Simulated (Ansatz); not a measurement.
# C₃H₅F₃O: taking an electron away

The task here is to estimate one member of a computed series from the others.

Computed with Ansatz 0.2.0, Gaussian basis. Level: unrestricted cation, the program's frozen cores in correlated methods.

Levels to be run: UKS PBE-D4/def2-TZVPP; UKS r2SCAN-D4/def2-TZVPP; UKS PBE0-D4/def2-TZVPP; UKS B3LYP-D4/def2-TZVPP; UKS wB97X-V/def2-TZVPP; UKS wB97M-V/def2-TZVPP; UKS B2PLYP/def2-TZVPP; UHF-CCSD(T)/def2-TZVPP; UHF-MP2/def2-QZVPP; extrapolation to the limit; then −ε(HOMO) from the neutral's earlier runs with LDA (SPW92), PBE-D4, revPBE-D4, BLYP-D4, r2SCAN-D4, B97M-V, PBE0-D4, B3LYP-D4, r2SCANh-D4, r2SCAN0-D4, HSE06-D4, BHLYP-D4, CAM-B3LYP-D4, LC-ωPBE, ωB97X-V, ωB97M-V.

### Structure used throughout

An earlier PBE0-D4 in a triple-zeta def2 set relaxation fixed the geometry.

12 atoms, charge 0, spin multiplicity 1.

Atoms are counted from 1 here; the program's logs count them from 0.

Bond lengths: C1–C2 1.504 Å, C1–H8 1.092 Å, C1–H9 1.091 Å, C1–H10 1.091 Å, C2–O3 1.437 Å, C2–H11 1.093 Å, C2–H12 1.093 Å, O3–C4 1.332 Å, C4–F5 1.343 Å, C4–F6 1.343 Å, C4–F7 1.323 Å. Angles: C2–C1–H8 109.6°, C2–C1–H9 110.8°, C2–C1–H10 110.8°, H8–C1–H9 108.5°, H8–C1–H10 108.5°, H9–C1–H10 108.6°, C1–C2–O3 107.4°, C1–C2–H11 111.4°, C1–C2–H12 111.4°, O3–C2–H11 108.9°, O3–C2–H12 108.9°, H11–C2–H12 108.8°, C2–O3–C4 116.1°, O3–C4–F5 112.8°, O3–C4–F6 112.8°, O3–C4–F7 108.5°, F5–C4–F6 106.3°, F5–C4–F7 108.1° and more.

Set-up of the first run:

Input file in.yaml:

```yaml
crystal:
  periodic: [false, false, false]
  atoms:
    - {symbol: C, position_ang: [-0.061620, -1.807985, 0.058025]}
    - {symbol: C, position_ang: [0.080828, -0.402175, -0.455819]}
    - {symbol: O, position_ang: [-0.113936, 0.483648, 0.658156]}
    - {symbol: C, position_ang: [-0.012969, 1.786243, 0.396261]}
    - {symbol: F, position_ang: [1.196099, 2.129894, -0.076155]}
    - {symbol: F, position_ang: [-0.906248, 2.204944, -0.514668]}
    - {symbol: F, position_ang: [-0.222715, 2.457398, 1.517505]}
    - {symbol: H, position_ang: [0.079322, -2.513843, -0.762753]}
    - {symbol: H, position_ang: [-1.053553, -1.966864, 0.483772]}
    - {symbol: H, position_ang: [0.684269, -2.017842, 0.826159]}
    - {symbol: H, position_ang: [-0.667663, -0.178820, -1.220583]}
    - {symbol: H, position_ang: [1.075187, -0.229698, -0.876000]}
basis:
  gaussian: {orbitals: def2-TZVPP}
total_charge: 1
magnetization: {spin_polarized: true, initial_magnetization: 1}
hamiltonian: {xc: pbe, dispersion: d4}
```

Among the steps run: Cation, UKS PBE-D4/def2-TZVPP; Cation, UKS r2SCAN-D4/def2-TZVPP; Cation, UKS PBE0-D4/def2-TZVPP; Cation, UKS B3LYP-D4/def2-TZVPP; Cation, UKS wB97X-V/def2-TZVPP; Cation, UKS wB97M-V/def2-TZVPP; Cation, UKS B2PLYP (frozen core)/def2-TZVPP; Cation, UHF-CCSD(T)/def2-TZVPP; Cation, UHF-MP2/def2-QZVPP.

One table of the session follows, with a row left open; its other results are not shown here.

It belongs to the step «Ionisation energies side by side». For comparison, −ε(HOMO) of the neutral from earlier runs:

| functional | −ε(HOMO) (eV) |
| --- | --- |
| LDA (SPW92) | 7.70 |
| PBE-D4 | 7.54 |
| revPBE-D4 | 7.48 |
| BLYP-D4 | 7.49 |
| r2SCAN-D4 | ? |
| B97M-V | 8.08 |
| PBE0-D4 | 9.25 |
| B3LYP-D4 | 9.03 |
| r2SCANh-D4 | 8.56 |
| r2SCAN0-D4 | 9.51 |
| HSE06-D4 | 8.83 |
| BHLYP-D4 | 10.91 |
| CAM-B3LYP-D4 | 10.77 |
| LC-ωPBE | 12.09 |
| ωB97X-V | 11.77 |
| ωB97M-V | 11.68 |

Estimate the missing values for r2SCAN-D4.

Worked estimate for «−ε(HOMO) (eV)». Against the share of exact exchange, r2SCANh-D4 (0.1, 8.56), r2SCAN0-D4 (0.25, 9.51) give a slope of 6.33 per unit share; at 0 the line stands at 7.93.

As computed: −ε(HOMO) (eV): 7.93. In «−ε(HOMO) (eV)» the line misses by 0.00.
